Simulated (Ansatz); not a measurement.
HfB in Ansatz: the effect of functional

Crystal: HfB.

```
Hf B
1.0
     0.00000    2.34040    2.34040
     2.34040    0.00000    2.34040
     2.34040    2.34040    0.00000
Hf B
1 1
Direct
  0.50000 0.50000 0.50000
  0.00000 0.00000 0.00000
```

The cell isn't the ideal one: volume scaled by 1.04.

Alike in all runs:

* Program: Ansatz 0.2.0
* Task: single point
* Potentials or basis: Ansatz PAW
* k mesh: 10 × 10 × 10
* Occupations: fermi-dirac, width 0.05 eV
* Spin: no spin polarisation

```tsv
functional	cutoff	pressure (GPa)
LDA	420 eV (not typed: the program's choice for these potentials)	8.7
PBE	420 eV (not typed: the program's choice for these potentials)	?
PBEsol	420 eV (not typed: the program's choice for these potentials)	13.6
r2SCAN	500 eV (not typed: the program's choice for these potentials)	18.8
```

Problem. What does the run with functional PBE give?

Solution. Pressure 19.6 GPa.

Caveats: the PAW data sets come from PBE, with cores solved anew for the run's functional, which leaves a small shift of forces and pressure (some runs).
